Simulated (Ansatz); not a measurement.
**SiGeH₇ (doublet): the correlation ladder at distance Ge1–H5 along a hydrogen transfer = 1.534 Å, cc-pVDZ**

Aim: climb from Hartree-Fock through coupled cluster and multireference methods for SiGeH₇ (doublet) at one geometry and basis, and see what each rung misses.

Method: cc-pVDZ, core rule «outside noble gas», up to 19 orbitals frozen; program: Ansatz 0.2.0, Gaussian basis.

To be run: UHF; CCSD(T) on ROHF; CCSD(T) on UHF; BCCD(T) on ROHF; CISD; CCSDT(Q) on ROHF; CCSDT(Q) on UHF; CASSCF and MRCISD+Q, 3 electrons in 3 orbitals; CASSCF and NEVPT2, 3 electrons in 3 orbitals; CASSCF and MRCISD+Q, 9 electrons in 9 orbitals; CASSCF and NEVPT2, 9 electrons in 9 orbitals.

### Step 1. The geometry

The geometry derives from fragments relaxed apart (PBE0/def2-TZVP) and kept rigid, so it is no stationary point. A hydrogen atom is moved between rigid fragments. No spin-orbit coupling is included. The filled d shell of Ge may be among the frozen orbitals whatever the setting's name suggests; the logs give the count.

9 atoms, charge 0, spin multiplicity 2.

Atoms are counted from 1 here; the program's logs count them from 0.

Bond lengths: Ge1–H2 1.534 Å, Ge1–H3 1.534 Å, Ge1–H4 1.534 Å, Ge1–H5 1.534 Å, Si6–H7 1.486 Å, Si6–H8 1.486 Å, Si6–H9 1.486 Å. Angles: H2–Ge1–H3 109.5°, H2–Ge1–H4 109.5°, H2–Ge1–H5 109.5°, H3–Ge1–H4 109.5°, H3–Ge1–H5 109.5°, H4–Ge1–H5 109.5°, H7–Si6–H8 111.3°, H7–Si6–H9 111.3°, H8–Si6–H9 111.3°.

### Step 2. UHF

Input file in.yaml:

```yaml
crystal:
  periodic: [false, false, false]
  atoms:
    - {symbol: Ge, position_ang: [-1.105682, 0.000000, 0.000000]}
    - {symbol: H, position_ang: [-1.617132, 1.446599, 0.000000]}
    - {symbol: H, position_ang: [-1.617132, -0.723300, 1.252792]}
    - {symbol: H, position_ang: [-1.617132, -0.723299, -1.252792]}
    - {symbol: H, position_ang: [0.428667, 0.000000, 0.000000]}
    - {symbol: Si, position_ang: [2.681318, 0.000000, 0.000000]}
    - {symbol: H, position_ang: [3.131291, -1.416253, 0.000000]}
    - {symbol: H, position_ang: [3.131291, 0.708127, -1.226511]}
    - {symbol: H, position_ang: [3.131291, 0.708127, 1.226511]}
basis:
  gaussian: {orbitals: cc-pVDZ}
magnetization: {spin_polarized: true, initial_magnetization: 1}
hamiltonian: {xc: hf}
output: {orbitals: {seedname: orbitals}}
```

Command:

```bash
$ ansatz run in.yaml --threads 1 --pin off --events-out ev --progress --plain --max-ram 2816MiB --backend cpu
```

The runs that follow: CCSD(T) on ROHF; CCSD(T) on UHF; BCCD(T) on ROHF; CISD; CCSDT(Q) on ROHF; CCSDT(Q) on UHF; CASSCF and MRCISD+Q, 3 electrons in 3 orbitals; CASSCF and NEVPT2, 3 electrons in 3 orbitals; CASSCF and MRCISD+Q, 9 electrons in 9 orbitals; CASSCF and NEVPT2, 9 electrons in 9 orbitals.

Q: Predict the results of all the runs planned. Wanted: UCCSDT(Q) below the RHF energy; RMP2 from UCCSDT(Q); UMP2 from UCCSDT(Q); RCCSD from UCCSDT(Q); RCCSD(T) from UCCSDT(Q); UCCSD(T) from UCCSDT(Q); RCCSDT(Q) from UCCSDT(Q); NEVPT2 frontier from UCCSDT(Q); T1 diagnostic.

**Answer**, as computed:

| quantity | value |
| --- | --- |
| UCCSDT(Q) below the RHF energy | -7.5859 eV |
| RMP2 from UCCSDT(Q) | +1716.0 meV |
| UMP2 from UCCSDT(Q) | +1713.5 meV |
| RCCSD from UCCSDT(Q) | +181.8 meV |
| RCCSD(T) from UCCSDT(Q) | +38.3 meV |
| UCCSD(T) from UCCSDT(Q) | +38.1 meV |
| RCCSDT(Q) from UCCSDT(Q) | +0.5 meV |
| NEVPT2 frontier from UCCSDT(Q) | +1565.3 meV |
| levels within 1 kcal/mol (43 meV) | RCCSD(T), UCCSD(T), BCCD(T), RCCSDT, UCCSDT, RCCSDT(Q) |
| T1 diagnostic | 0.015 |

In words: RCCSD(T) misses by +38.3 meV, 0.5 % of the correlation energy. These misses are within one basis, not against nature; the frozen cores of restricted and unrestricted runs differ, which can shift their rows.
